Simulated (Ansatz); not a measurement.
# Te2Mo: the cost of one run

Computed with Ansatz 0.2.0 (DFT LDA, scalar-relativistic, plane waves, PAW, unless a step's input says otherwise).

## 1. The system as given

Symmetry: P-6m2, No. 187, hexagonal system. The conventional cell has a = 3.560 Å, b = 3.560 Å, c = 17.524 Å, α = 90.00°, β = 90.00°, γ = 120.00°. Te (site symmetry 3m) has 3 Mo at 2.73 Å as nearest neighbours. Mo (site symmetry -6m2) is surrounded by 6 Te at 2.73 Å.

As a file:

```
CELL_PARAMETERS angstrom
3.56023 0.00000 0.00000
-1.78012 3.08325 0.00000
0.00000 0.00000 17.52406
ATOMIC_POSITIONS crystal
Te 0.33333 0.66667 0.89786
Te 0.33333 0.66667 0.10214
Mo 0.00000 0.00000 0.00000
```

It goes back to an entry of the Materials Project, which need not be the stable form.

No relaxation comes first: the listed cell is the starting point.

## 2. The reference cell

The reference gives a free energy of -18497.9052 eV, pressure -1.79 GPa, largest force 0.422 eV/Å and gap on the mesh 1.04 eV. It was computed beforehand with the settings of the runs below.

## 3. The scan: a two-dimensional strain map

The cell is strained by p along both x and y and by q along z, with fractional coordinates fixed.

## 4. p = -0.080, q = -0.080

Input file input.yaml:

```yaml
crystal:
  lattice:
    - [3.2754141889, 0.0, 0.0]
    - [-1.6377070944, 2.8365918955, 0.0]
    - [0.0, 0.0, 16.1221331944]
  atoms:
    - { symbol: Te, position: [0.3333333333, 0.6666666667, 0.89785545] }
    - { symbol: Te, position: [0.3333333333, 0.6666666667, 0.10214455] }
    - { symbol: Mo, position: [0.0, 0.0, 0.0] }
basis:
  ecutwfc: 420
kpoints:
  mp_grid: { grid: [12, 12, 2] }
hamiltonian:
  xc: lda
scf:
  occupations: { method: gaussian, width: 0.05 }
output:
  forces: true
  stress: true
  eigenvalues: true
```

Started as:

```bash
$ ansatz run input.yaml --threads 1 --pin off --max-ram 2560MiB --backend cpu --events-out ev --progress --plain --runs-dir out
```

What time and memory should one allow on 1 thread of AMD EPYC 7R43 (Zen 3), shared host?

About 14 s, with a peak of 0.46 GiB.
